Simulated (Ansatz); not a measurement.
# CH₂BClSi (SMILES [SiH]#CBCl): one structure at several levels

An exercise on one series of results from a longer session: the logs are not shown, and one member is left open.

Program: Ansatz 0.2.0, Gaussian basis. Level of theory: single points in def2-TZVPP. These are calculated values, not measurements.

Correlated methods freeze the cores.

## Where the work starts

SMILES `[SiH]#CBCl`, 6 atoms, charge 0, spin multiplicity 1.

Atoms are counted from 1 here; the program's logs count them from 0.

Bond lengths: Si1–C2 1.658 Å, Si1–H5 1.392 Å, C2–B3 1.476 Å, B3–Cl4 1.733 Å, B3–H6 1.389 Å. Angles: C2–Si1–H5 164.2°, Si1–C2–B3 143.8°, C2–B3–Cl4 119.9°, C2–B3–H6 133.9°, Cl4–B3–H6 105.6°.

Coordinates:

```
Si   -0.9784    1.2078   -0.9724
C     0.0639    0.6621    0.1964
B     0.7873   -0.5274    0.6857
Cl    0.2374   -2.1122    0.2500
H    -1.8801    1.9635   -1.7161
H     1.7925   -0.7261    1.6233
```

The first run:

run/in.yaml

```yaml
crystal:
  periodic: [false, false, false]
  atoms:
    - {symbol: Si, position_ang: [-0.978400, 1.207800, -0.972400]}
    - {symbol: C, position_ang: [0.063900, 0.662100, 0.196400]}
    - {symbol: B, position_ang: [0.787300, -0.527400, 0.685700]}
    - {symbol: Cl, position_ang: [0.237400, -2.112200, 0.250000]}
    - {symbol: H, position_ang: [-1.880100, 1.963500, -1.716100]}
    - {symbol: H, position_ang: [1.792500, -0.726100, 1.623300]}
basis:
  gaussian: {orbitals: def2-TZVPP}
correlation: {method: ccsd_t}
output: {forces: true}
```

The command line of these runs was not kept.

Among the steps run: CCSD(T)/def2-TZVPP; PBE0-D4/def2-TZVPP; wB97M-V/def2-TZVPP; r2SCAN-D4/def2-TZVPP; PBE-D4/def2-TZVPP; SPW92/def2-TZVPP; CAM-B3LYP-D4/def2-TZVPP.

One table of the session follows, with a row left open; its other results are not shown here.

```
      method  RMS force component (eV/Å)  angle to CCSD(T) forces (°)  dipole (D)
     CCSD(T)                       1.468                    reference        4.16
     PBE0-D4                           ?                            ?           ?
     wB97M-V                       1.617                         14.3        4.79
   r2SCAN-D4                       1.443                          9.8        4.35
      PBE-D4                       1.350                          9.5        4.17
       SPW92                       1.362                         15.3        4.20
CAM-B3LYP-D4                       1.590                         16.3        4.74
```

**Question.** Estimate the row for PBE0-D4.

The run gave: RMS force component (eV/Å): 1.498; angle to CCSD(T) forces (°): 12.4; dipole (D): 4.54. In the column «RMS force component (eV/Å)» it lies between CCSD(T) (1.468) and CAM-B3LYP-D4 (1.590).
